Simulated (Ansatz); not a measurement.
# C2H7BFN: how energies converge with the basis set

Aim: see how fast density functionals converge with the basis set for C2H7BFN.

Computed with Ansatz 0.2.0, Gaussian basis. Level: one geometry, several basis sets.

Levels to be run: PBE0-D4/def2-SVP; ωB97M-V/def2-SVP; PBE0-D4/def2-QZVPP; ωB97M-V/def2-QZVPP; the functionals' def2-TZVPP values are taken from earlier runs.

### 1 Structure used throughout

The geometry comes from an earlier relaxation with PBE0-D4 in a triple-zeta def2 set; it is a stationary point, not always the lowest conformer.

SMILES `CN(C)BF`, 12 atoms, charge 0, spin multiplicity 1.

Atoms are counted from 1 here; the program's logs count them from 0.

Bond lengths: C1–N2 1.442 Å, C1–H6 1.096 Å, C1–H7 1.090 Å, C1–H8 1.096 Å, N2–C3 1.444 Å, N2–B4 1.390 Å, C3–H9 1.096 Å, C3–H10 1.096 Å, C3–H11 1.089 Å, B4–F5 1.341 Å, B4–H12 1.197 Å. Angles: N2–C1–H6 111.0°, N2–C1–H7 109.9°, N2–C1–H8 111.0°, H6–C1–H7 108.5°, H6–C1–H8 107.7°, H7–C1–H8 108.5°, C1–N2–C3 114.5°, C1–N2–B4 122.2°, C3–N2–B4 123.3°, N2–C3–H9 110.8°, N2–C3–H10 110.8°, N2–C3–H11 110.1°, H9–C3–H10 107.7°, H9–C3–H11 108.7°, H10–C3–H11 108.7°, N2–B4–F5 120.0°, N2–B4–H12 121.3°, F5–B4–H12 118.7°.

Geometry (Å):

```
atom     x (Å)     y (Å)     z (Å)
  C1  -0.78782   1.08854   0.18444
  N2   0.14910   0.02647  -0.08425
  C3  -0.23876  -1.26117   0.44123
  B4   1.32621   0.23926  -0.79311
  F5   2.16669  -0.78133  -1.01790
  H6  -0.92540   1.22840   1.26303
  H7  -0.42303   2.02267  -0.24183
  H8  -1.76924   0.86703  -0.25102
  H9  -0.35046  -1.21970   1.53074
 H10  -1.19818  -1.58130   0.01905
 H11   0.51552  -2.00706   0.19668
 H12   1.61216   1.32309  -1.21307
```

### 2 PBE0-D4 in def2-SVP

in.yaml

```yaml
crystal:
  periodic: [false, false, false]
  atoms:
    - {symbol: C, position_ang: [-0.787818, 1.088536, 0.184436]}
    - {symbol: N, position_ang: [0.149100, 0.026473, -0.084248]}
    - {symbol: C, position_ang: [-0.238758, -1.261172, 0.441233]}
    - {symbol: B, position_ang: [1.326209, 0.239258, -0.793109]}
    - {symbol: F, position_ang: [2.166693, -0.781327, -1.017897]}
    - {symbol: H, position_ang: [-0.925399, 1.228399, 1.263029]}
    - {symbol: H, position_ang: [-0.423028, 2.022669, -0.241831]}
    - {symbol: H, position_ang: [-1.769243, 0.867034, -0.251025]}
    - {symbol: H, position_ang: [-0.350460, -1.219701, 1.530744]}
    - {symbol: H, position_ang: [-1.198177, -1.581299, 0.019053]}
    - {symbol: H, position_ang: [0.515517, -2.007061, 0.196679]}
    - {symbol: H, position_ang: [1.612163, 1.323093, -1.213065]}
basis:
  gaussian: {orbitals: def2-SVP}
hamiltonian: {xc: pbe0, dispersion: d4}
output: {orbitals: {seedname: orbitals}}
```

The run is started by

```sh
> ansatz run in.yaml --threads 4 --pin off --events-out ev --progress --plain --max-ram 10444MiB
```

The runs that follow: ωB97M-V in def2-SVP; PBE0-D4 in def2-QZVPP; ωB97M-V in def2-QZVPP.

**Question.** What will the summary of the whole plan be? Wanted: PBE0-D4: double and triple zeta above quadruple; ωB97M-V: double and triple zeta above quadruple.

**Answer**, as computed:

| quantity | value |
| --- | --- |
| PBE0-D4: double and triple zeta above quadruple | 8.48, 0.40 eV |
| ωB97M-V: double and triple zeta above quadruple | 8.78, 0.38 eV |

**Reading.** For PBE0-D4 the step from double to triple zeta gains 8.08 eV and the next only 0.40 eV. These are total energies; as a rule much of such shifts cancels in differences, which this series doesn't test. The LUMO of ωB97M-V is positive and keeps falling with the basis (3.19 to 1.77 eV): an unbound level that the basis holds in place.
